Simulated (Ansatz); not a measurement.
# AlClFH₃Si: a ladder of functionals and wavefunction methods

An exercise on one series of results from a longer session: the logs are not shown, and one member is left open.

Program: Ansatz 0.2.0, Gaussian basis. Level of theory: functionals in def2-TZVPP, the program's frozen cores in correlated methods. These are calculated values, not measurements.

Levels to be run: LDA (SPW92), PBE-D4, revPBE-D4, BLYP-D4, r2SCAN-D4, B97M-V, PBE0-D4, B3LYP-D4, r2SCANh-D4, r2SCAN0-D4, HSE06-D4, BHLYP-D4, CAM-B3LYP-D4, LC-ωPBE, ωB97X-V, ωB97M-V, B2PLYP, PBE-QIDH; CCSD(T)/def2-SVP; CCSD(T)/def2-TZVPP; MP2/def2-QZVPP; extrapolation to the limit; RPA on PBE.

### The geometry

The geometry comes from an earlier relaxation with PBE0-D4 in a triple-zeta def2 set; it is a stationary point, not always the lowest conformer.

SMILES `F[SiH2][AlH][Cl]`, 7 atoms, charge 0, spin multiplicity 1.

Atoms are counted from 1 here; the program's logs count them from 0.

Bond lengths: F1–Si2 1.608 Å, Si2–Al3 2.462 Å, Si2–H5 1.490 Å, Si2–H6 1.490 Å, Al3–Cl4 2.098 Å, Al3–H7 1.581 Å. Angles: F1–Si2–Al3 110.8°, F1–Si2–H5 107.5°, F1–Si2–H6 107.5°, Al3–Si2–H5 111.8°, Al3–Si2–H6 111.8°, H5–Si2–H6 107.1°, Si2–Al3–Cl4 118.0°, Si2–Al3–H7 124.5°, Cl4–Al3–H7 117.5°.

Set-up of the first run:

in.yaml

```yaml
crystal:
  periodic: [false, false, false]
  atoms:
    - {symbol: F, position_ang: [-1.958868, 0.911850, -0.011427]}
    - {symbol: Si, position_ang: [-0.387909, 0.946872, 0.329326]}
    - {symbol: Al, position_ang: [0.703406, -1.149896, -0.360634]}
    - {symbol: Cl, position_ang: [-0.483081, -2.630822, -1.255296]}
    - {symbol: H, position_ang: [0.196236, 2.129160, -0.365156]}
    - {symbol: H, position_ang: [-0.251103, 1.185829, 1.794082]}
    - {symbol: H, position_ang: [2.242520, -1.461094, -0.176494]}
basis:
  gaussian: {orbitals: def2-TZVPP}
hamiltonian: {xc: lda}
output: {orbitals: {seedname: orbitals}}
```

Started as:

```bash
$ ansatz run in.yaml --threads 2 --pin off --events-out ev --progress --plain --max-ram 4352MiB
```

Among the steps run: LDA; PBE-D4 (GGA); revPBE-D4 (GGA); BLYP-D4 (GGA); r2SCAN-D4 (meta-GGA); B97M-V (meta-GGA); B3LYP-D4 (hybrid); r2SCANh-D4 (hybrid); r2SCAN0-D4 (hybrid); HSE06-D4 (hybrid); BHLYP-D4 (hybrid); CAM-B3LYP-D4 (range-separated); LC-ωPBE (range-separated); ωB97X-V (range-separated); ωB97M-V (range-separated); B2PLYP (double hybrid); PBE-QIDH (double hybrid).

One of the session's tables, all rows but one given; the rest of the session is left out.

It belongs to the step «Orbital energies across the functionals». 

| functional | HOMO (eV) | LUMO (eV) | gap (eV) |
| --- | --- | --- | --- |
| LDA (SPW92) | -6.76 | -3.09 | 3.67 |
| PBE-D4 | -6.68 | -2.87 | 3.81 |
| revPBE-D4 | -6.64 | -2.77 | 3.87 |
| BLYP-D4 | -6.56 | -2.72 | 3.84 |
| r2SCAN-D4 | -6.95 | -2.65 | 4.30 |
| B97M-V | -7.02 | -2.83 | 4.19 |
| PBE0-D4 | ? | ? | ? |
| B3LYP-D4 | -7.66 | -2.31 | 5.35 |
| r2SCANh-D4 | -7.38 | -2.39 | 4.99 |
| r2SCAN0-D4 | -8.02 | -2.01 | 6.01 |
| HSE06-D4 | -7.45 | -2.51 | 4.95 |
| BHLYP-D4 | -8.93 | -1.34 | 7.59 |
| CAM-B3LYP-D4 | -9.14 | -1.16 | 7.98 |
| LC-ωPBE | -10.43 | -0.11 | 10.32 |
| ωB97X-V | -10.11 | -0.20 | 9.91 |
| ωB97M-V | -9.85 | -0.45 | 9.40 |

Q: Estimate the row for PBE0-D4 from the others.

As computed: HOMO (eV): -7.85; LUMO (eV): -2.14; gap (eV): 5.71. In the column «HOMO (eV)» it lies between r2SCAN0-D4 (-8.02) and B3LYP-D4 (-7.66).
